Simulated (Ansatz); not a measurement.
# C2H8FNSi2: the cost of one run

Program: Ansatz 0.2.0. Level of theory: RKS PBE-D4/STO-3G. These are calculated values, not measurements.

### 1 The system as given

Bond lengths: N1–C2 1.317 Å, C2–C3 1.325 Å, C3–F4 1.288 Å, C3–Si5 1.871 Å, Si5–Si6 2.303 Å, N1–H7 0.992 Å, N1–H8 1.052 Å, C2–H9 1.117 Å, Si5–H10 1.504 Å, Si5–H11 1.450 Å, Si6–H12 1.497 Å, Si6–H13 1.502 Å, Si6–H14 1.465 Å. Angles (14 of 21 angles, heavy atoms first): N1–C2–C3 123.5°, C2–C3–F4 122.6°, C2–C3–Si5 124.1°, F4–C3–Si5 113.3°, C3–Si5–Si6 108.6°, N1–C2–H9 113.3°, C3–C2–H9 123.2°, C2–N1–H7 116.7°, C2–N1–H8 113.7°, C3–Si5–H10 109.6°, C3–Si5–H11 110.8°, Si6–Si5–H10 108.0°, Si6–Si5–H11 110.8°, Si5–Si6–H12 112.2°.

Coordinates:

```xyz
14

N    -2.5254    1.4550   -0.3695
C    -1.2212    1.2796   -0.4079
C    -0.6464    0.1037   -0.6130
F    -1.3225   -0.9807   -0.7738
Si    1.2047   -0.1641   -0.6637
Si    1.7907   -1.5641    1.0681
H    -3.0830    0.6381   -0.2954
H    -2.8294    2.2230    0.2826
H    -0.6441    2.2167   -0.2186
H     1.9094    1.1489   -0.4587
H     1.6084   -0.7240   -1.9383
H     1.4151   -0.9997    2.4030
H     1.0918   -2.8839    0.9061
H     3.2391   -1.7777    1.1078
```

### 2 Preparing the start

File input.yaml:

```yaml
crystal:
  periodic: [false, false, false]
  atoms:
    - { symbol: "N", position_ang: [-2.5254, 1.455, -0.3695] }
    - { symbol: C, position_ang: [-1.2212, 1.2796, -0.4079] }
    - { symbol: C, position_ang: [-0.6464, 0.1037, -0.613] }
    - { symbol: F, position_ang: [-1.3225, -0.9807, -0.7738] }
    - { symbol: Si, position_ang: [1.2047, -0.1641, -0.6637] }
    - { symbol: Si, position_ang: [1.7907, -1.5641, 1.0681] }
    - { symbol: H, position_ang: [-3.083, 0.6381, -0.2954] }
    - { symbol: H, position_ang: [-2.8294, 2.223, 0.2826] }
    - { symbol: H, position_ang: [-0.6441, 2.2167, -0.2186] }
    - { symbol: H, position_ang: [1.9094, 1.1489, -0.4587] }
    - { symbol: H, position_ang: [1.6084, -0.724, -1.9383] }
    - { symbol: H, position_ang: [1.4151, -0.9997, 2.403] }
    - { symbol: H, position_ang: [1.0918, -2.8839, 0.9061] }
    - { symbol: H, position_ang: [3.2391, -1.7777, 1.1078] }
basis:
  gaussian: { orbitals: STO-3G }
hamiltonian:
  xc: pbe
  dispersion: d4
relax:
  f_tol: 0.02
  max_steps: 40
scf:
  lower_state_search: "off"
```

Launch:

```console
ansatz run input.yaml --threads 1 --pin off --max-ram 2048MiB --backend cpu --events-out ev --progress --plain --runs-dir out
```

**Question.** How long does this run take on 1 thread of Arm Neoverse V1, shared host, and how much memory does it need?

About 33 s, with a peak of 0.14 GiB.
